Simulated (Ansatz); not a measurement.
# BiTe (Fm-3m) in Ansatz: notebook

One crystal, BiTe, is run at these levels: HSE06 form with a typed share of exact exchange; tasks: single point.

All numbers are computed with Ansatz 0.2.0; they aren't measurements. Logs are shortened: lines on timing, memory, paths and dates and some standing lists are left out, and cuts for length are marked.

### 1 Starting point

Symmetry: Fm-3m, No. 225, cubic system. The conventional cell has a = 6.470 Å, b = 6.470 Å, c = 6.470 Å, α = 90.00°, β = 90.00°, γ = 90.00°. Around Bi (site symmetry m-3m) lie 6 Te at 3.23 Å. Te (site symmetry m-3m) is surrounded by 6 Bi at 3.23 Å.

### 2 Single point, HSE06 form with a typed share of exact exchange

File input:

```
crystal:
  lattice:
    - [0.0, 3.235, 3.235]
    - [3.235, 0.0, 3.235]
    - [3.235, 3.235, 0.0]
  atoms:
    - { symbol: Bi, position: [0.0, 0.0, 0.0] }
    - { symbol: Te, position: [0.5, 0.5, 0.5] }
hamiltonian:
  xc: { exchange: pbe, correlation: pbe, exx: { coeff: 0.25, omega: 0.1 } }
  pseudopotentials: { kind: paw }
kpoints:
  mp_grid: { grid: [4, 4, 4] }
scf:
  occupations: { method: fermi_dirac, width: 0.05 }
output:
  forces: true
  stress: true
  eigenvalues: true
  write_density: true
  write_potential: true
  elf: true
  volumetric_format: npy
```

Potentials or basis: Ansatz PAW.

Standard output:

```text
Warning: output.stress: scf.convergence.dr2_threshold = 1e-7 eV (the SCF's general default) is looser than the 2e-10 eV advised for a printed stress (1e-10 eV for each atom of the cell: 2). What an SCF threshold leaves in a stress goes as its square root, and in the free energy as the threshold itself, and one threshold admits the most on a small cell: of the crystals measured, under no hybrid functional and no lock of the moments, on runs that ended without the residual-converged pass, on stresses that held no estimate of that error, the worst erred by over 100 MPa in a component at 1e-7 eV an atom and by under 5 at 1e-10. Set scf.convergence.dr2_threshold to 2e-10 eV or tighter. The threshold is an SCF's pass mark: one that does not reach it within its budget of iterations ends unconverged, or closes short of it on a stop that the run arms, and scf.convergence.dr2_threshold's page says what that costs each kind of run
Warning: output.stress: scf.exx.energy_threshold = 1e-6 eV is looser than the 2e-8 eV advised for a stress under a hybrid functional (1e-8 eV for each atom of the cell: 2). Every SCF of the exchange loop can meet its threshold on dr2 while the loop round them stops early: no threshold on dr2 bounds what that leaves in the stress. Set scf.exx.energy_threshold to 2e-8 eV or tighter. The threshold is the loop's pass mark: a loop that does not reach it within its budget of cycles ends unconverged, and scf.exx.energy_threshold's page has the law
exact exchange: scf.exx.singularity resolves to wigner_seitz, which cuts the screened interaction at the faces of the exchange supercell's Wigner-Seitz cell, so that each pair interacts once, at the shortest of its separations (the periodic images that this leaves out come, for a point-like exchange hole, to about 0.023 eV on a filled level). The cut falls within the interaction's reach, and what an exchange supercell this small leaves in the energy, the band gaps and, where it is computed, the pressure is not bounded here. The exchange supercell (the smallest cell that an SCF of this deck is solved on times the 4×4×4 mesh of the exchange sum) has its nearest image at L = 18.30 Å, 1.83 times the interaction's range 1/ω = 10.00 Å. A denser mesh of the exchange sum (kpoints.mp_grid; where a k-mesh is refused, the cell repeated along its short axes), shrinks what is left. The k-mesh (kpoints.mp_grid) can leave an error of its own, as it does under a semilocal functional: two runs of this structure under PBE, one on that k-mesh and one on a denser one or on the cell repeated (per cell), show about how large it is in the energy; in a metal the hybrid's can be larger than they show. Converge the k-mesh under the hybrid itself. See scf.exx.q_mesh
GPUs: using 1 of 1 available (devices: 1).
Engine: ansatz 0.2.0, x86_64-unknown-linux-gnu
Pseudopotentials: kind: paw
Pseudopotential: Bi, paw, valence charge 15, recommended cutoff 420 eV (normal), Bi.paw.azcp
Pseudopotential: Te, paw, valence charge 16, recommended cutoff 420 eV (normal), Te.paw.azcp
Functional definition: unnamed
  parameter a_1 = 0.25
  parameter omega_1 = 0.1/angstrom
  exchange = pbe_x + (-a_1)*pbe_x_sr(omega_1) + a_1*exact_x_sr(omega_1)
  correlation = pbe_c
device memory: the entry about to start is reckoned to put 0.7 GiB on a device that reports 62.8 GiB free (of which the cap on the GPU budget leaves the run 18.0 GiB)
GPU FFT provider: cuFFT
GPU libraries: cuBLAS 13.8.2, cuFFT 12.4.0, cuSOLVER 12.3.4
Crystal: 2 atoms, lattice volume = 67.710 Å³
Basis set: ecut = 420 eV, 1363 PW (Γ), exchange–correlation on 64×64×64 points (8 copies of the dense FFT grid, shifted against one another)
Bands: 20, of which v1, the nominal top of the filled ones, is band 16 counted from 1 (15 counted from 0)
Symmetry: 48 space group operations
Space group: Fm-3m (ITA 225), of the structure as read, at distance tolerance 4.1e-5 Å
k-points: 8 of 64
Non-local potential: Bi, projectors of the file, l = 0: 2, l = 1: 2, l = 2: 2, l = 3: 2
Non-local potential: Te, projectors of the file, l = 0: 2, l = 1: 2, l = 2: 2, l = 3: 2
PAW form: soft (Blöchl's): semilocal exchange-correlation on the pseudo side does not see the compensation charge
PAW frozen core: Bi, regenerated for the run's functional, and the local potential with it (the file was generated under x = pbe(κ = 0.804, μ = 0.2195149727645171), c = pbe(β = 0.06672455060314922))
PAW frozen core: Te, regenerated for the run's functional, and the local potential with it (the file was generated under x = pbe(κ = 0.804, μ = 0.2195149727645171), c = pbe(β = 0.06672455060314922))
PAW one-centre angular grid: Bi, 590 points (default); XC on 64 Gauss nodes
PAW one-centre angular grid: Te, 590 points (default); XC on 64 Gauss nodes
Initial density: superposition of atomic densities (neutral atoms: chi_scale 0, normalization atom), corrected by the library's trained network
Initial wavefunctions: pseudopotential atomic-orbital guess
GPU buffer pool allocated for 32768 grid points (all kernels)
GPU transforms: local potential and band sums: pruned to the plane-wave sphere, on 30×32×32
Functional: x = pbe(κ = 0.804, μ = 0.2195149727645171), c = pbe(β = 0.06672455060314922), warm-up for x = pbe(κ = 0.804, μ = 0.2195149727645171) + 0.25 (exact − pbe) at short range (hse, ω = 0.1 Å⁻¹), c = pbe(β = 0.06672455060314922)
SCF iter   1: F=—  HF=-19376.687174 eV  |F-HF|=—  |Δ(HF+E_count)|=         —  Δρ=1.44e-3  dr2=2.51e-3  ethr=1.77e-3  ⟨swp⟩=11.8  Hψ=703  notcnv=0
preconditioner: auto → Kerker (q_TF=auto, 2.395 Å⁻¹)  [metal: Δε(μ)=0.086 eV  Ē_g=9.533 eV  σ=0.050 eV  W_gap=0.39  n_scr=14 (ndim 8)  ℏωp=15.0 eV  f_vac=0.012  D(μ)=3.11/eV (n_scr^D=26)]
SCF iter   2: F=—  HF=-19376.687993 eV  |F-HF|=—  |Δ(HF+E_count)|=   8.19e-4  Δρ=9.11e-4  dr2=1.01e-3  ethr=8.09e-6  ⟨swp⟩=5.4  Hψ=503  notcnv=0  defer=7
iter 3 solved again at ethr=2.30e-7 eV; its pass at ethr=3.25e-6 eV (dr2=7.14e-5 eV) is discarded
[... 17 lines left out ...]
Frozen-core exchange: fock
iter 1 solved again at ethr=1.63e-5 eV; its pass at ethr=1.00e-1 eV (dr2=5.04e-3 eV) is discarded
SCF iter   1: F=—  HF=-19384.699665 eV  |F-HF|=—  |Δ(HF+E_count)|=         —  Δρ=4.04e-3  dr2=7.00e-3  ethr=1.63e-5  ⟨swp⟩=4.6  Hψ=939  notcnv=0
preconditioner: auto → none  [insulator: Δε(μ)=0.221 eV  Ē_g=10.884 eV  σ=0.050 eV  W_gap=0.75  n_scr=14 (ndim 8)  ℏωp=14.9 eV  f_vac=0.013  D(μ)=1.57/eV (n_scr^D=14)]
SCF iter   2: F=—  HF=-19384.706532 eV  |F-HF|=—  |Δ(HF+E_count)|=   6.87e-3  Δρ=2.21e-3  dr2=1.77e-3  ethr=1.63e-5  ⟨swp⟩=3.2  Hψ=327  notcnv=0
SCF iter   3: F=—  HF=-19384.706304 eV  |F-HF|=—  |Δ(HF+E_count)|=   2.29e-4  Δρ=1.86e-4  dr2=4.25e-5  ethr=5.62e-6  ⟨swp⟩=3.1  Hψ=306  notcnv=0
SCF iter   4: F=-19384.706309 eV  HF=-19384.706315 eV  |F-HF|=6.42e-6  |Δ(HF+E_count)|=   1.12e-5  Δρ=8.62e-5  dr2=6.86e-6  ethr=1.02e-7  ⟨swp⟩=4.0  Hψ=427  notcnv=0
SCF 2 stopped early in 4 iterations: F = -19384.706309 eV  dr2 = 6.86e-6
hybrid outer 1: dexx = +9.546e-3 eV, tail = 7.68e-5 eV
GPU FFT provider: cuFFT
GPU libraries: cuBLAS 13.8.2, cuFFT 12.4.0, cuSOLVER 12.3.4
GPU buffer pool allocated for 32768 grid points (all kernels)
GPU transforms: local potential and band sums: pruned to the plane-wave sphere, on 30×32×32
Exchange kernel: α = 0.2500, screened, ω = 0.1000 Å⁻¹, Wigner–Seitz truncation, v(0) = 3367.5341 eV·Å³, q-mesh 4×4×4, nearest image of the exchange supercell L = 18.30 Å, pair-density grid 18×18×18, without the augmentation charges, whose exchange is taken in its separable form by FFT convolution over the k-point mesh (sized by the pseudopotential files, 25×25×25 at the most), smooth part of the exact exchange by density-matrix convolution in up to 1.74 GiB of GPU memory as planned if the GPU has room (build and FFT work areas not counted)
Frozen-core exchange: fock
SCF iter   1: F=—  HF=-19384.706275 eV  |F-HF|=—  |Δ(HF+E_count)|=         —  Δρ=3.56e-5  dr2=1.31e-6  ethr=1.24e-6  ⟨swp⟩=4.2  Hψ=358  notcnv=0
preconditioner: auto → none  [insulator: Δε(μ)=0.322 eV  Ē_g=10.918 eV  σ=0.050 eV  W_gap=0.82  n_scr=14 (ndim 8)  ℏωp=15.0 eV  f_vac=0.012  D(μ)=1.14/eV (n_scr^D=8)]
SCF iter   2: F=—  HF=-19384.706275 eV  |F-HF|=—  |Δ(HF+E_count)|=   2.91e-7  Δρ=2.12e-5  dr2=3.13e-7  ethr=4.14e-9  ⟨swp⟩=4.2  Hψ=439  notcnv=0
SCF iter   3: F=—  HF=-19384.706275 eV  |F-HF|=—  |Δ(HF+E_count)|=   8.80e-9  Δρ=9.20e-6  dr2=5.36e-8  ethr=9.27e-10  ⟨swp⟩=3.8  Hψ=321  notcnv=0  defer=4
SCF iter   4: F=-19384.706275 eV  HF=-19384.706275 eV  |F-HF|=7.69e-9  |Δ(HF+E_count)|=   1.91e-9  Δρ=2.34e-6  dr2=9.47e-9  ethr=1.72e-10  ⟨swp⟩=4.5  Hψ=406  notcnv=0  defer=4
SCF 3 converged in 4 iterations: F = -19384.706275 eV  dr2 = 9.47e-9
  Residual-converged pass: ⟨swp⟩=3.6  Hψ=404  notcnv=0  max |occ|·‖R‖ = 2.4e-6 eV (tolerance 2.4e-6 eV)  dr2=9.67e-9  dr2_onsite=3.69e-10  max |Δocc| = 2.1e-12
hybrid outer 2: dexx = +3.660e-7 eV, tail = 2.51e-8 eV, Δε = 6.09e-3 eV (about 2.56e-4 eV left of the loop's levels)
hybrid SCF converged: 2 outer / 8 inner (+8 warm-up), last move |dexx| = 3.66e-7 eV, tail = 2.51e-8 eV
Stability not checked: this state was not tested for a lower state beside it, because the functional holds exact exchange (a hybrid, or Hartree-Fock), whose exchange loop this test does not read (fock_operator; see scf.lower_state_search)
Free energy (F): -19384.706275 eV
Frozen-core exchange: fock
Harris-Foulkes:  -19384.706275 eV  (|F-HF|=7.69e-9)
Internal energy: -19384.696691 eV  (E = F + TS)
E sigma→0 (E₀):  -19384.701483 eV
Entropy (-TS):   -0.009584 eV (-4.792 meV/atom)
Fermi energy:    9.771642 eV
--- Per-component energies (eV) ---
  E_band       = -430.388122
  E_kinetic    = 479.698032
  E_local      = -2758.750254  (includes V_loc(G=0)·N_el)
  E_nonlocal   = 250.151968
  E_hartree    = 1289.901534
  E_xc         = -216.631914
  E_vxc        = -194.891438  (∫ρ·V_xc dr)
  E_exx        = -86.225615  (= α·E_x^exact, valence–valence)
  E_paw        = -15306.665324  (= ΣΔE_a)
  E_vpaw       = -613.946028  (= ΣTr[D̂ρ^β])
  E_aug_tail   = -0.000617  (compensation charges beyond the density's cutoff)
  E_ewald      = -3036.155726
  E_core_change = -0.018768  (= ΣΔE_core)
  E_smearing   = -0.009584  (= −TS)
  E_closure    = -0.000007  (closes the sum)
  Σ components = -19384.706275   (vs F -19384.706275, Δ=-3.64e-12)
--- Forces (eV/Å), atoms counted from 1 ---
  atom   1  Bi    -0.00000000     0.00000000     0.00000000
  atom   2  Te    -0.00000000     0.00000000    -0.00000000
  max |Σ_I F_I| component: 2.79e-29 eV/Å
--- Stress (GPa, compression-positive) ---
       -1.597703      -0.000000      -0.000000
       -0.000000      -1.597703       0.000000
       -0.000000      -0.000000      -1.597703
  P = ⅓ Tr σ = -1.5977 GPa (-15.977 kbar)
--- Band table (eV; the first three rows and the last of 8) ---
  k-point 0: bands = ["-30.5335", "-30.5335", "-30.5286", "-30.5286", "-30.5286", "-15.8244", "-15.8244", "-15.8133", "-15.8133", "-15.8133", "-5.5286", "0.7817", "6.5427", "6.5427", "6.5427", "12.4374", "12.4374", "12.4374", "14.9456", "14.9456"]
  k-point 1: bands = ["-30.5334", "-30.5334", "-30.5284", "-30.5284", "-30.5284", "-15.8275", "-15.8275", "-15.8125", "-15.8104", "-15.8104", "-4.9094", "-0.6875", "6.7729", "6.7729", "7.1840", "10.4860", "10.5916", "10.5916", "15.1288", "16.1120"]
  k-point 2: bands = ["-30.5332", "-30.5332", "-30.5283", "-30.5281", "-30.5281", "-15.8303", "-15.8303", "-15.8114", "-15.8072", "-15.8072", "-3.3954", "-2.8551", "7.3001", "7.3001", "7.8102", "8.9239", "8.9675", "8.9675", "17.7782", "18.3134"]
  k-point 7: bands = ["-30.5335", "-30.5331", "-30.5282", "-30.5282", "-30.5276", "-15.8362", "-15.8253", "-15.8100", "-15.8100", "-15.8027", "-2.9812", "-2.3943", "3.8002", "3.8002", "7.7406", "9.4264", "14.3340", "14.3340", "15.5218", "15.5218"]
```

It took 7.9 s on 1 × NVIDIA H100 80GB HBM3 with 2 threads of AMD EPYC 7R13 (Zen 3), shared host; peak memory 1.9 GiB.

What came out:

```
Free energy            : -19384.7063 eV
Pressure               : -1.6 GPa
Band gap on the k mesh : none (metal or under the smearing width)
```

Levels at points of the mesh, in eV from the Fermi level:
```tsv
k point	band 13	band 14	band 15	band 16	band 17	band 18
(0.00, 0.00, 0.00)	-3.23	-3.23	-3.23	2.67	2.67	2.67
(0.00, 0.00, -0.50)	-2.47	-2.47	-1.96	-0.85	-0.80	-0.80
(0.00, -0.50, -0.50)	-6.74	-4.90	-4.90	2.57	4.22	4.22
```

Caveat: the k mesh is coarse (spacing up to 0.42 Å⁻¹), so the values aren't converged, least of all with exact exchange; spin-orbit coupling is left out, which moves the levels of the heavy elements; the PAW data sets come from PBE, with cores solved anew for the run's functional, which leaves a small shift of forces and pressure; the thresholds are loose for stress.

### 3 Single point, HSE06 form with a typed share of exact exchange

input: that of step 2 with these lines changed.

```diff
@@ -9,3 +9,6 @@
 hamiltonian:
-  xc: { exchange: pbe, correlation: pbe, exx: { coeff: 0.25, omega: 0.1 } }
+  xc:
+    exchange: pbe
+    correlation: pbe
+    exx: { coeff: 0.25, omega: 0.15 }
   pseudopotentials: { kind: paw }
@@ -19,5 +22 @@
   eigenvalues: true
-  write_density: true
-  write_potential: true
-  elf: true
-  volumetric_format: npy
```

Potentials or basis: Ansatz PAW.

Wall time 8.6 s (1 × NVIDIA H100 80GB HBM3 with 2 threads of AMD EPYC 7R13 (Zen 3), shared host); peak memory 1.8 GiB.

The run converged. Its results:

- Free energy: -19384.7225 eV
- Pressure: -1.5 GPa
- Band gap on the k mesh: none (metal or under the smearing width)

Levels at points of the mesh, in eV from the Fermi level:
```
             k point  band 13  band 14  band 15  band 16  band 17  band 18
  (0.00, 0.00, 0.00)    -3.12    -3.12    -3.12     2.60     2.60     2.60
 (0.00, 0.00, -0.50)    -2.38    -2.38    -1.87    -0.79    -0.74    -0.74
(0.00, -0.50, -0.50)    -6.61    -4.77    -4.77     2.52     4.15     4.15
```

Caveat: the k mesh is coarse (spacing up to 0.42 Å⁻¹), so the values aren't converged, least of all with exact exchange; spin-orbit coupling is left out, which moves the levels of the heavy elements; the PAW data sets come from PBE, with cores solved anew for the run's functional, which leaves a small shift of forces and pressure; the thresholds are loose for stress.
